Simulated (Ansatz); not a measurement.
# MnO (Manganosite): the cost of one run

All numbers are computed with Ansatz 0.2.0, driven from Python. Level of theory: DFT PBE+U, plane waves, PAW.

## (1) The system

The structure is cubic, space group Fm-3m (No. 225). The conventional cell has a = 4.446 Å, b = 4.446 Å, c = 4.446 Å, α = 90.00°, β = 90.00°, γ = 90.00°. Around Mn (site symmetry m-3m) lie 6 O at 2.22 Å. Around O (site symmetry m-3m) lie 6 Mn at 2.22 Å.

No structure file is read: the coordinates are typed or built in the script.

## (2) The code

Input file eos_mno.py:

```python
# -*- coding: utf-8 -*-
import argparse
import warnings

import ansatz as az
import numpy as np
from scipy.optimize import curve_fit

parser = argparse.ArgumentParser(description="Energy against volume for MnO, with a fit.")
parser.add_argument("--occupations", default="fermi_dirac", help="how the bands are filled")
parser.add_argument("--smearing-width", type=float, required=True, help="smearing width (eV)")
parser.add_argument("--mesh", type=int, nargs=3, default=[10, 10, 10], help="k-point sampling")
args = parser.parse_args()

vectors0 = np.array([
    [0.0, 2.223, 2.223],
    [2.223, 0.0, 2.223],
    [2.223, 2.223, 0.0],
])
sites = [
    ("Mn", (0.0, 0.0, 0.0), 2.8),
    ("O", (0.5, 0.5, 0.5), 0.0),
]


def make_crystal(cell):
    crystal = az.Crystal(lattice=az.Lattice.of(cell))
    for symbol, position, moment in sites:
        crystal = crystal.atom(symbol, position, moment=moment or None)
    return crystal

def vinet(v, e0, v0, b0, b1):
    eta = (v / v0) ** (1 / 3)
    return e0 + 2 * b0 * v0 / (b1 - 1) ** 2 * (2 - (5 + 3 * b1 * (eta - 1) - 3 * eta) * np.exp(-1.5 * (b1 - 1) * (eta - 1)))


def main():
    warnings.simplefilter("ignore", az.DeckWarning)

    volumes, energies, pressures = [], [], []
    for scale in np.linspace(0.88, 1.12, 7):
        cell = vectors0 * scale ** (1 / 3)
        job = (
            make_crystal(cell).calculation()
            .pseudopotentials("paw")
            .basis(38 * az.Ry)
            .occupations(args.occupations, width=args.smearing_width)
            .spin("collinear")
            .hubbard("Mn", "d", u_eff=3.5)
            .kpoints(*args.mesh)
            .stress()
        )
        data = job.run(threads=1, backend="cpu").report
        volumes.append(abs(np.linalg.det(cell)) / len(sites))
        energies.append(data["free_energy_ev"] / len(sites))
        pressures.append(np.trace(data["stress_gpa"]) / 3)
        print(f"V = {volumes[-1]:8.4f} A^3/atom  F = {energies[-1]:.5f} eV/atom  P = {pressures[-1]:8.3f} GPa")

    guess = (min(energies), volumes[int(np.argmin(energies))], 0.5, 4.5)
    (e0, v0, b0, b1), _ = curve_fit(vinet, np.array(volumes), np.array(energies), p0=guess, maxfev=20000)
    print(f"Vinet fit: V0 = {v0:.4f} A^3/atom, B0 = {160.21766 * b0:.1f} GPa, B1 = {b1:.2f}")
    print("largest residual", round(1000 * float(np.abs(vinet(np.array(volumes), e0, v0, b0, b1) - energies).max()), 3), "meV/atom")


if __name__ == "__main__":
    main()
```

## (3) Running it

Started as:

```console
> python eos_mno.py --smearing-width 0.05
```

What time and memory should one allow on 1 thread of Intel Xeon Platinum 8259CL at 2.50GHz (Skylake/Cascade Lake), shared host?

About 34 s, with a peak of 0.5 GiB.
